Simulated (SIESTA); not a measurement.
Input of a SIESTA 5.4.2 run:

BiTe.fdf

```
SystemName                      BiTe
SystemLabel                     BiTe
NumberOfSpecies                 2
NumberOfAtoms                   2
%block ChemicalSpeciesLabel
  1  83 Bi
  2  52 Te
%endblock ChemicalSpeciesLabel

UseStructFile                   true

%block kgrid.MonkhorstPack
    5   0   0  0.0
    0   5   0  0.0
    0   0   5  0.0
%endblock kgrid.MonkhorstPack
XC.Functional                   GGA
XC.Authors                      PBE
PAO.BasisSize                   DZDP
PAO.EnergyShift                 0.003 Ry
Mesh.Cutoff                     500 Ry
OccupationFunction              FD
ElectronicTemperature           0.05 eV
MaxSCFIterations                120
SCF.MustConverge                false
SCF.Mixer.Method                Pulay
SCF.Mixer.Weight                0.25
SCF.Mixer.History               8
SCF.DM.Tolerance                5.0e-05
SCF.H.Tolerance                 1.0e-03 eV
WriteForces                     true
Charge.Mulliken                 end
MD.TypeOfRun                    Broyden
MD.Steps                        40
MD.MaxForceTol                  0.02 eV/Ang
MD.MaxDispl                     0.1 Ang
WriteCoorStep                   true
AtomCoorFormatOut               Fractional
MD.VariableCell                 true
MD.MaxStressTol                 0.1 GPa
%block PAO.PolarizationScheme
  Bi non-perturbative
  Te non-perturbative
%endblock PAO.PolarizationScheme
%block PAO.Basis
  Bi 4
  n=6 0 2
    5.784 0.000
  n=6 1 2
    8.130 0.000
  n=5 2 2
    3.882 0.000
  n=6 2 2
    8.130 0.000
  Te 4
  n=5 0 2
    5.635 0.000
  n=5 1 2
    7.297 0.000
  n=4 2 2
    3.260 0.000
  n=5 2 2
    7.297 0.000
%endblock PAO.Basis
```

Contents of BiTe.STRUCT_IN:

```
   2.4227077728     1.3987509848     3.3172919545
  -2.4227077728     1.3987509848     3.3172919545
   0.0000000000    -2.7975019696     3.3172919545
2
1  83    0.5000000000     0.5000000000     0.5000000000
2  52    0.0000000000     0.0000000000     0.0000000000
```

Potentials or basis: PseudoDojo 0.4 standard (PBE files), DZDP (energy shift 0.003 Ry; two zetas on semicore shells).

Launch:

```bash
$ siesta < BiTe.fdf > BiTe.out 2>&1
```

(1) What does it give for the band gap on the k mesh?

(2) Predict the relaxed volume.

(3) Estimate the space group after relaxing (to 0.05 Å).

Results:

(1) none (metal or under the smearing width).

(2) 34.17 Å³/atom.

(3) R-3m (No. 166).

Caveat: spin-orbit coupling is left out, which moves the levels of the heavy elements; the basis of atomic orbitals isn't converged, which shifts pressures, moduli and gaps.
